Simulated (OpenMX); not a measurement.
The system is GaB.

```xyz
2
Lattice="2.7182 0.0000 0.0000 0.0000 2.7182 0.0000 0.0000 0.0000 3.2362" Properties=species:S:1:pos:R:3 pbc="T T T"
Ga    1.3591    1.3591    1.6181
B     0.0000    0.0000    0.0000
```

The cell was built by a generator and needn't be a form met in nature.

Base run:

```yaml
Program: OpenMX 3.8.5
Functional: PBE
Potentials_or_basis: OpenMX 2013 PBE set, Ga7.0-s3p2d2, B7.0-s2p2d1, grid cutoff 500 Ry
k_mesh: 7 × 7 × 7
Occupations: fermi-dirac, width 0.05 eV
Spin: no spin polarisation
```

Its results: pressure 1.6 GPa.

**Question.** The run is repeated on the same cell with these changes: functional from PBE to LDA; potentials or basis from OpenMX 2013 PBE set, Ga7.0-s3p2d2, B7.0-s2p2d1, grid cutoff 500 Ry to OpenMX 2013 LDA set, Ga7.0-s3p2d2, B7.0-s2p2d1, grid cutoff 500 Ry. What comes out?

**Answer.** Pressure -5.1 GPa.

Caveats: the basis of atomic orbitals isn't converged, which shifts pressures, moduli and gaps.

Not every run made on this cell is shown here.
